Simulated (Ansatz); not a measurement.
# CH3AlClO radical: how energies converge with the basis set

The task here is to estimate one member of a computed series from the others.

Computed with Ansatz 0.2.0, Gaussian basis. Level: one geometry, several basis sets.

The runs, in order: PBE0-D4/def2-SVP; ωB97M-V/def2-SVP; PBE0-D4/def2-QZVPP; ωB97M-V/def2-QZVPP; the functionals' def2-TZVPP values are taken from earlier runs.

## The relaxed structure

All runs share one geometry, relaxed beforehand with PBE0-D4 in a triple-zeta def2 set.

7 atoms, charge 0, spin multiplicity 2.

Atoms are counted from 1 here; the program's logs count them from 0.

Bond lengths: C1–O2 1.402 Å, C1–H5 1.094 Å, C1–H6 1.095 Å, C1–H7 1.094 Å, O2–Al3 1.678 Å, Al3–Cl4 2.117 Å. Angles: O2–C1–H5 109.8°, O2–C1–H6 112.2°, O2–C1–H7 109.8°, H5–C1–H6 108.4°, H5–C1–H7 108.1°, H6–C1–H7 108.4°, C1–O2–Al3 137.2°, O2–Al3–Cl4 119.4°.

Coordinates:

```xyz
7

C     0.0408    0.8848    0.2973
O     0.8725   -0.0616   -0.3181
Al    0.7548   -1.6526   -0.8370
Cl   -1.0703   -2.6959   -0.5862
H    -0.0474    1.7699   -0.3398
H    -0.9645    0.4926    0.4858
H     0.4753    1.1948    1.2524
```

The first run:

Contents of in.yaml:

```yaml
crystal:
  periodic: [false, false, false]
  atoms:
    - {symbol: C, position_ang: [0.040815, 0.884849, 0.297312]}
    - {symbol: O, position_ang: [0.872507, -0.061629, -0.318104]}
    - {symbol: Al, position_ang: [0.754843, -1.652562, -0.837046]}
    - {symbol: Cl, position_ang: [-1.070262, -2.695882, -0.586215]}
    - {symbol: H, position_ang: [-0.047355, 1.769867, -0.339843]}
    - {symbol: H, position_ang: [-0.964519, 0.492625, 0.485774]}
    - {symbol: H, position_ang: [0.475270, 1.194832, 1.252422]}
basis:
  gaussian: {orbitals: def2-SVP}
magnetization: {spin_polarized: true, initial_magnetization: 1}
hamiltonian: {xc: pbe0, dispersion: d4}
output: {orbitals: {seedname: orbitals}}
```

Steps of the session up to this table: PBE0-D4 in def2-SVP; ωB97M-V in def2-SVP; PBE0-D4 in def2-QZVPP; ωB97M-V in def2-QZVPP.

One table of the session follows, with a row left open; its other results are not shown here.

It belongs to the step «Density functionals: the series». 

| functional | basis | HOMO (eV) | LUMO (eV) |
| --- | --- | --- | --- |
| PBE0-D4 | def2-SVP | -6.33 | -2.81 |
| PBE0-D4 | def2-TZVPP | ? | ? |
| PBE0-D4 | def2-QZVPP | -6.47 | -2.91 |
| ωB97M-V | def2-SVP | -7.98 | -1.45 |
| ωB97M-V | def2-TZVPP | -8.10 | -1.45 |
| ωB97M-V | def2-QZVPP | -8.17 | -1.53 |

Q: Estimate the row for PBE0-D4, def2-TZVPP from the others.

The run gave: HOMO (eV): -6.44; LUMO (eV): -2.88. In the column «HOMO (eV)» it lies between PBE0-D4, def2-QZVPP (-6.47) and PBE0-D4, def2-SVP (-6.33).
